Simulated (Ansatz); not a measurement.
Working through a rigid scan of one bond length of CH4ClGaSi, SMILES [Cl][Ga]1[CH2][SiH2]1

Program: Ansatz's Python interface.

Run as a notebook:

**Cell 1**
```python
import ansatz as az
import numpy as np

SETTINGS = {
    "basis": "def2-SVP",
    "xc": "PBE",
}
```

**Cell 2**
```python
system = (
    az.Crystal.molecule()
    .atom("Cl", [-1.1423, -0.3108, 2.289])
    .atom("Ga", [0.2555, -0.5545, 1.3604])
    .atom("C", [0.1908, 0.768, 0.1791])
    .atom("Si", [0.2291, -0.7945, -0.8156])
    .atom("H", [-0.24, 1.5858, -0.3998])
    .atom("H", [1.2812, 1.0344, 0.4109])
    .atom("H", [0.7197, -0.5469, -2.1524])
    .atom("H", [-1.2019, -1.2386, -0.9274])
)

symbols = [site.symbol for site in system.cartesian_sites]
start = np.array([site.position_ang for site in system.cartesian_sites])
axis = (start[7] - start[3]) / np.linalg.norm(start[7] - start[3])
moving = [7]
lengths, energies = [1.28, 1.38, 1.5, 1.65, 1.88, 2.25, 2.7, 3.31], []
for length in lengths:
    xyz = start.copy()
    xyz[moving] += (length - np.linalg.norm(start[7] - start[3])) * axis
    point = az.Crystal.molecule()
    for symbol, place in zip(symbols, xyz):
        point = point.atom(symbol, place.tolist())
    calculation = (
        point.calculation()
        .basis(gaussian=SETTINGS["basis"])
        .functional(SETTINGS["xc"])
    )
    summary = calculation.run(threads=1).report
    energies.append(summary["free_energy_ev"])
    print(f"r = {length:6.3f} A  E = {energies[-1]:.5f} eV  <S^2> = {abs(summary['mean_field']['state']['spin_squared']):.3f}")
```
Output:
```text
r =  1.280 A  E = -73841.26093 eV  <S^2> = 0.000
r =  1.380 A  E = -73841.71606 eV  <S^2> = 0.000
r =  1.500 A  E = -73841.89043 eV  <S^2> = 0.000
r =  1.650 A  E = -73841.76905 eV  <S^2> = 0.000
r =  1.880 A  E = -73841.23910 eV  <S^2> = 0.000
r =  2.250 A  E = -73840.18152 eV  <S^2> = 0.000
r =  2.700 A  E = -73839.08210 eV  <S^2> = 0.000
r =  3.310 A  E = -73838.10074 eV  <S^2> = 0.000
```

**Cell 3**
```python
print("energy above the lowest point (eV):", [round(e - min(energies), 3) for e in energies])
```
Output:
```text
energy above the lowest point (eV): [0.63, 0.174, 0.0, 0.121, 0.651, 1.709, 2.808, 3.79]
```

Notes:
- These settings explore the input space; basis and method may be short of convergence.
- The rest of the molecule is held rigid at a force-field or estimated start geometry, and the basis set is modest; single-reference methods fail as a bond breaks.
- The orbitals are restricted, so S² is zero by construction.
- Toward dissociation an unrestricted state can lie under the restricted one, by tenths of an eV for polar bonds under a functional and by 1 to 2 eV or more for others.
- Timing: 27 s on 1 thread of Arm Neoverse V1 (shared host), peak memory 0.21 GiB.

(Lines on the test bed's own set-up are left out of the output.)
